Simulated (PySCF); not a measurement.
# [Ta(OH)4]+: forces at shaken geometries

How stiff is [Ta(OH)4]+? Its atoms are displaced at random by several amounts. The species was built from a template and needn't be a known compound.

Computed with PySCF 2.14.0. Level: PBE, Ta def2-SVP with ECP60, O def2-SVP, H def2-SVP; scalar-relativistic core potentials, no spin–orbit coupling.

3 further runs of the same task are left out: 2 for a known fault of the program, 1 that didn't finish.

## 1. The system as given

9 atoms, charge 1, spin multiplicity 1.

Bond lengths: Ta1–O2 1.897 Å, Ta1–O4 1.897 Å, Ta1–O6 1.897 Å, Ta1–O8 1.897 Å, O2–H3 0.977 Å, O4–H5 0.977 Å, O6–H7 0.977 Å, O8–H9 0.977 Å. Angles: O2–Ta1–O4 86.2°, O2–Ta1–O6 150.3°, O2–Ta1–O8 86.2°, O4–Ta1–O6 86.2°, O4–Ta1–O8 150.3°, O6–Ta1–O8 86.2°, Ta1–O2–H3 138.1°, Ta1–O4–H5 138.1°, Ta1–O6–H7 138.1°, Ta1–O8–H9 138.1°.

Geometry (Å):

```xyz
9

Ta    0.00000    0.00000   -0.23445
O     1.82532   -0.17892    0.25139
H     2.50585    0.33648    0.72744
O     0.17892    1.82532    0.25139
H    -0.33648    2.50585    0.72744
O    -1.82532    0.17892    0.25139
H    -2.50585   -0.33648    0.72744
O    -0.17892   -1.82532    0.25139
H     0.33648   -2.50585    0.72744
```

Formal oxidation states: Ta +5. An earlier session relaxed this geometry at PBE, Ta def2-SVP with ECP60, O def2-SVP, H def2-SVP (singlet, point group C4).

Its energy there is -359.700480 Eh.

## 2. Atoms moved at random, σ = 0.1 Å

The input, run.py (the lines that set the calculation):

```python
mol = gto.M(atom='''
Ta    -0.01883    -0.05494    -0.20397
O      1.72384    -0.03278     0.27703
H      2.61194     0.39879     0.85857
O      0.31368     1.91289     0.44316
H     -0.27735     2.43032     0.58750
O     -1.79390     0.06666     0.29609
H     -2.69960    -0.34116     0.67607
O     -0.16389    -1.71251     0.06877
H      0.30412    -2.66725     0.67763''',
    basis={'Ta': 'def2-SVP', 'O': 'def2-SVP', 'H': 'def2-SVP'},
    ecp={'Ta': 'def2-SVP'},
    charge=1, spin=0)
mf = dft.RKS(mol, xc='PBE')
mf.grids.atom_grid = (50, 194)
mf = mf.density_fit()  # fitting sets: Ta def2-universal-JKFIT, O def2-universal-JKFIT, H def2-universal-JKFIT
mf.conv_tol = 1e-08; mf.max_cycle = 55
mf.kernel(dm0)  # dm0: the density of the relaxed state
```

Run with:

```bash
$ OMP_NUM_THREADS=2 python run.py
```

## 3. Atoms moved at random, σ = 0.15 Å

The input, run.py (the lines that set the calculation):

```python
mol = gto.M(atom='''
Ta    -0.08810     0.11408    -0.01763
O      1.63674    -0.30592    -0.05251
H      2.58719     0.31243     0.66900
O      0.23336     1.77044     0.40418
H     -0.31399     2.42380     0.79795
O     -2.03971     0.40426     0.08876
H     -2.30080    -0.31679     0.70830
O     -0.25840    -1.78470     0.41412
H      0.54372    -2.61760     0.66869''',
    basis={'Ta': 'def2-SVP', 'O': 'def2-SVP', 'H': 'def2-SVP'},
    ecp={'Ta': 'def2-SVP'},
    charge=1, spin=0)
mf = dft.RKS(mol, xc='PBE')
mf.grids.atom_grid = (50, 194)
mf = mf.density_fit()  # fitting sets: Ta def2-universal-JKFIT, O def2-universal-JKFIT, H def2-universal-JKFIT
mf.conv_tol = 1e-08; mf.max_cycle = 55
mf.kernel(dm0)  # dm0: the density of the relaxed state
```

## 4. Atoms moved at random, σ = 0.03 Å

The input, run.py (the lines that set the calculation):

```python
mol = gto.M(atom='''
Ta     0.00368     0.00407    -0.21310
O      1.83061    -0.11280     0.23824
H      2.50577     0.29038     0.73935
O      0.16378     1.78197     0.21525
H     -0.37981     2.53841     0.79954
O     -1.79784     0.16266     0.23366
H     -2.54027    -0.31437     0.71970
O     -0.14696    -1.80736     0.27150
H      0.36105    -2.54296     0.67672''',
    basis={'Ta': 'def2-SVP', 'O': 'def2-SVP', 'H': 'def2-SVP'},
    ecp={'Ta': 'def2-SVP'},
    charge=1, spin=0)
mf = dft.RKS(mol, xc='PBE')
mf.grids.atom_grid = (50, 194)
mf = mf.density_fit()  # fitting sets: Ta def2-universal-JKFIT, O def2-universal-JKFIT, H def2-universal-JKFIT
mf.conv_tol = 1e-08; mf.max_cycle = 55
mf.kernel(dm0)  # dm0: the density of the relaxed state
```

Q: Predict the outcome of this session. Wanted: for each run, σ; energy rise; harmonic estimate −½ F·u; largest force component.

**Answer**, as computed:

| σ (Å) | energy rise (eV) | harmonic estimate −½ F·u (eV) | largest force component (eV/Å) |
| --- | --- | --- | --- |
| 0.1 | 4.144 | 3.731 | 13.48 |
| 0.15 | 3.747 | 2.864 | 9.09 |
| 0.03 | 0.456 | 0.423 | 4.77 |

Every displacement raises the energy. For a harmonic well the rise equals −½ F·u; the two differ by at most 24 % here (a move with σ = 0.15 Å), from anharmonicity, the grid and the small forces left at the relaxed point. These are double-zeta-type bases without diffuse functions. Spin–orbit coupling is left out.
